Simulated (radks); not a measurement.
# Ca²⁺ in [Ne] 3s1.5 3p6 4p0.5: an all-electron calculation

An exercise on one series of results from a longer session: the logs are not shown, and one member is left open.

The numbers are computed with radks (a radial shooting solver on a logarithmic mesh, Libxc functionals) version 1 (non-relativistic Kohn-Sham, PBE, spin-polarised, spherical densities, point nucleus; open shells are filled with parallel spins first), except any that are marked as measured or tabulated.

## The atom as given

| Quantity | Value |
| --- | --- |
| element | calcium (Z = 20) |
| charge | +2 |
| electrons | 18 |
| configuration | [Ne] 3s1.5 3p6 4p0.5 |

The first run:

The run's settings:

```text
Z 20
configuration [Ne] 3s1.5 3p6 4p0.5 4s0 3d0
relativity non-relativistic
functional pbe,pbe
spin polarised
nucleus point
```

Started as:

```bash
> python run_ks.py task.json out
```

This one command runs every case of the session in turn.

One table of the session follows, with a row left open; its other results are not shown here.

It belongs to the step «Radial structure». Sizes of the orbitals, from the radial functions (bohr):

```
  level      <r>  outermost maximum (interpolated)  90 % within  nodes
  1s up  0.07737                            0.0508        0.138      0
1s down  0.07737                            0.0508        0.138      0
  2s up   0.3666                             0.302        0.570      1
2s down   0.3666                             0.302        0.570      1
  2p up   0.3285                             0.247        0.541      0
2p down   0.3285                             0.247        0.541      0
  3s up    1.143                             0.992         1.71      2
3s down        ?                                 ?            ?      ?
  3p up    1.233                              1.04         1.89      1
3p down    1.236                              1.04         1.89      1
  3d up    1.592                              1.14         2.66      0
3d down    1.590                              1.15         2.65      0
  4s up    3.167                              2.84         4.59      3
  4p up    3.679                              3.31         5.36      2
```

Q: Estimate the row for 3s down from the others.

**Answer.** <r>: 1.145; outermost maximum (interpolated): 0.993; 90 % within: 1.71; nodes: 2. In the column «<r>» it lies between 3s up (1.143) and 3p up (1.233).
